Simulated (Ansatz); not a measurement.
# ZnAu (Pm-3m): all-electron equation of state in Python

The task is an all-electron equation of state, for ZnAu (Pm-3m).

Program: the Python package of Ansatz 0.2.0. Level of theory: DFT LDA, all-electron LAPW. These are calculated values, not measurements.

**1. The system**

The structure is cubic, space group Pm-3m (No. 221). The conventional cell has a = 3.147 Å, b = 3.147 Å, c = 3.147 Å, α = 90.00°, β = 90.00°, γ = 90.00°. Zn (site symmetry m-3m) has 8 Au at 2.73 Å as nearest neighbours. Au (site symmetry m-3m) has 8 Zn at 2.73 Å as nearest neighbours.

The script holds or builds the structure itself.

**2. The code**

eos_lapw_znau.py

```python
# -*- coding: utf-8 -*-
"""E(V) of ZnAu on LAPW."""

import ansatz as az
from ase.eos import EquationOfState
from ase.units import GPa
import numpy as np

VECTORS = np.array([
    [3.147, 0.0, 0.0],
    [0.0, 3.147, 0.0],
    [0.0, 0.0, 3.147],
])
SITES = [
    ("Zn", (0.5, 0.5, 0.5)),
    ("Au", (0.0, 0.0, 0.0)),
]


def crystal_on(cell):
    crystal = az.Crystal(lattice=az.Lattice.of(cell))
    for symbol, position in SITES:
        crystal = crystal.atom(symbol, position)
    return crystal

volumes, energies = [], []
for scale in np.linspace(0.92, 1.08, 5):
    cell = VECTORS * scale ** (1 / 3)
    job = crystal_on(cell).calculation()
    job = job.functional(az.Functional.LDA)
    job = job.occupations("fermi_dirac", width=0.1).kpoints(9, 9, 9)
    job = job.pseudopotentials("all_electron", lapw=True)
    r = job.run().report
    volumes.append(abs(np.linalg.det(cell)) / len(SITES))
    energies.append(r["free_energy_ev"] / len(SITES))
    print(f"{scale:.3f} {volumes[-1]:9.4f} A^3/atom {energies[-1]:16.5f} eV/atom  (estimated basis error {1000 * r['lapw_basis_errors']['total_ev_per_atom']:.2f} meV/atom)")
v0, e0, bulk = EquationOfState(volumes, energies, eos="birchmurnaghan").fit()
print(f"V0 = {v0:.4f} A^3/atom, B0 = {bulk / GPa:.1f} GPa")
```

**3. The input behind the calls**

The engine receives this input (first run):

```yaml
crystal:
  lattice:
    - [3.0607370361107398, 0.0, 0.0]
    - [0.0, 3.0607370361107398, 0.0]
    - [0.0, 0.0, 3.0607370361107398]
  atoms:
    - { symbol: Zn, position: [0.5, 0.5, 0.5] }
    - { symbol: Au, position: [0.0, 0.0, 0.0] }
kpoints:
  mp_grid:
    grid: [9, 9, 9]
hamiltonian:
  xc: lda
  pseudopotentials:
    kind: all_electron
    lapw: {}
scf:
  occupations:
    method: fermi_dirac
    width: 0.1
```

**4. Running it**

Started as:

```bash
python eos_lapw_znau.py
```

**Question.** Where does the minimum lie against the volume typed, and how stiff is the crystal?

As calculated:

| quantity | value |
| --- | --- |
| runs compared | 5 |
| range of energy | 97.74 meV/atom |
| lowest point, volume (Å³/atom) | 14.960 |
| equilibrium volume (fit) | 14.86 Å³/atom |
| bulk modulus (fit) | 157 GPa |

**Reading.** A third-order Birch-Murnaghan fit through the 5 points has its minimum at 14.86 Å³ an atom, 4.6 % below the typed cell, with a bulk modulus of 157 GPa and dB/dP = 5.4. From that minimum the energy rises by 9.8 meV an atom on the compressed side and 98.1 meV on the expanded side. The window is off centre, so dB/dP is rough. All-electron totals depend on functional, relativistic treatment and basis; only differences at equal settings carry meaning. The mesh is modest for a metal, so energies can be off by several to tens of meV an atom and pressures by half a GPa or more; differences at equal mesh fare better. Spin-orbit coupling, which matters for elements this heavy, is left out.
